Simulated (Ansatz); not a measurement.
## Tc3Sn under changes of volume

One of the cells (16.174 Å³/atom); the others are scaled copies at fixed shape and fractional positions:

```xyz
4
Lattice="2.9416 0.0000 0.0000 -1.4708 2.5475 0.0000 0.0000 0.0000 8.6334" Properties=species:S:1:pos:R:3 pbc="T T T"
Sn    0.0000    0.0000    0.0000
Tc    0.0000    1.6983    6.3734
Tc    0.0000    1.6983    2.2601
Tc    0.0000    0.0000    4.3167
```

The cell comes from a database or a generator and needn't be the stable form of this composition.

* Program: Ansatz 0.2.0
* Functional: PBE
* Potentials or basis: Ansatz PAW earlier set
* Cutoff: 500 eV (not typed: the program's choice for these potentials)
* k mesh: 10 × 10 × 3
* Occupations: fermi-dirac, width 0.05 eV
* Spin: no spin polarisation

```tsv
volume (Å³/atom)	energy over the lowest point (meV/atom)	pressure (GPa)	largest force (eV/Å)
15.204	?	?	?
15.527	11.32	7.9	0.117
15.851	0.77	2.7	0.021
16.174	0.00	-1.8	0.070
16.498	7.96	-5.9	0.156
16.821	23.70	-9.5	0.238
17.144	46.36	-12.8	0.314
```

Question: What does the run at 15.204 Å³/atom give?

Answer: Energy over the lowest point 32.83 meV/atom; pressure 13.6 GPa; largest force 0.218 eV/Å.

Worked out: A Birch-Murnaghan fit of order 3 (a polynomial in V^(-2/3)) to the other rows has its minimum at 16.04 Å³/atom with B0 = V·E''(V) = 224 GPa and B' = 4.6 at fixed shape and positions, which overstates the stiffness. It gives 32.77 meV/atom at 15.204 Å³/atom, against the run's 32.83, and -dE/dV = 13.6 GPa, against 13.6.

Energies are extrapolated to zero smearing.
